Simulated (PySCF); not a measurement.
# C4H5BrOSi: the cost of one run

Computed with PySCF 2.14.0, with density-fitted response routines of our own, on a single molecule in the gas phase. Atoms count from 0, in the outputs and in this text.

## (1) The molecule as given

12 atoms, charge 0, multiplicity 1; geometry from: GFN2-xTB.

Bonds of the start (Å): C0–C1 1.32, C1–Si2 1.88, Si2–C3 1.90, C3–Br4 1.92, C3–C5 1.29, C5–O6 1.16, C0–H7 1.08, C0–H8 1.08, C1–H9 1.08, Si2–H10 1.47, Si2–H11 1.47.

## (2) TDDFT and polarisability: PBE0/def2-SVPD

Job settings and geometry (Å):

```
{"job": {"kind": "uv", "xc": "PBE0", "basis": "def2-SVPD", "nstates": 8, "ntriplets": 3}, "charge": 0, "multiplicity": 1}
C     -1.544803     1.143439     0.016501
C     -1.445909    -0.168441    -0.135642
Si     0.018291    -1.242101     0.343538
C      1.612477    -0.216867     0.380103
Br     3.128149    -1.152433     1.092084
C      1.774938     0.969381    -0.098213
O      1.825594     2.047198    -0.533445
H     -2.432503     1.691169    -0.260783
H     -0.741137     1.735255     0.422851
H     -2.296319    -0.700021    -0.544311
H      0.229857    -2.312426    -0.638264
H     -0.127436    -1.794840     1.694273
```

Method: TDDFT PBE0/def2-SVPD, vertical, gas phase, core orbitals frozen in the response.

Run with:

```
> OMP_NUM_THREADS=1 python probes_run.py task.json out
```

One launch serves the whole session: the jobs run in the order shown.

Q: Estimate the wall time and peak memory of this job on 1 thread of Arm Neoverse V1, shared host.

About 88 s, with a peak of 0.84 GiB.
